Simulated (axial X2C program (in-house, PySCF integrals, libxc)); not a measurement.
# TaCN⁻: bond lengths and stretches, held linear

One table from this session's results is given with a row withheld; the runs are named, their logs left out.

Computed with an in-house X2C program for linear molecules on PySCF integrals. Level: all-electron X2C, two-component (2c) or spin-free, Ta dyall-v3z, C dyall-v3z, N dyall-av3z.

All values are calculated.

2 further runs of the same task are left out: 2 set aside as unsound or not needed.

Set-up of the first run:

Input file task.json:

```json
{
 "zs": [
  73,
  6,
  7
 ],
 "q": -1,
 "bas": [
  "dyall-v3z",
  "dyall-v3z",
  "dyall-av3z"
 ],
 "r0": [
  2.16,
  1.16
 ],
 "symm": 0,
 "scan": [
  "PBE0",
  "HF",
  "TPSSh"
 ],
 "levels": [
  "PBE0",
  "HF",
  "PBE"
 ],
 "nst": 2
}
```

Keys: zs atomic numbers; q charge; bas basis sets; r0 starting distance in Å; symm equal bonds; scan levels of the two-bond scan; levels methods; nst determinants followed.

The run is started by

```console
python solin.py task.json out
```

Masses Ta 180.948, C 12.000, N 14.003 u.

Steps of the session up to this table: Scan at PBE0, 2c; Scan at TPSSh, 2c; Scan at PBE0, spin-free.

One of the session's tables, all rows but one given; the rest of the session is left out.

| level | lower stretch (cm⁻¹) | upper stretch (cm⁻¹) |
| --- | --- | --- |
| PBE0, 2c | 363.0 | 2071.5 |
| TPSSh, 2c | 364.5 | 2015.6 |
| PBE0, spin-free | 365.1 | 2070.4 |
| TPSSh, spin-free | ? | ? |

Q: Estimate the row for TPSSh, spin-free from the others.

**Answer.** lower stretch (cm⁻¹): 366.2; upper stretch (cm⁻¹): 2015.1. In the column «lower stretch (cm⁻¹)» it is the highest.

Scans not shown above were run alike.

For an anion the highest level of a functional can be positive, and the basis then holds the extra electron. The molecule was held linear; bending was not examined, so a bent shape may lie lower. Note: functional without a current term on a determinant with orbital currents, of the molecule or an atom. Note: several unpaired electrons, one determinant need not be a pure state.
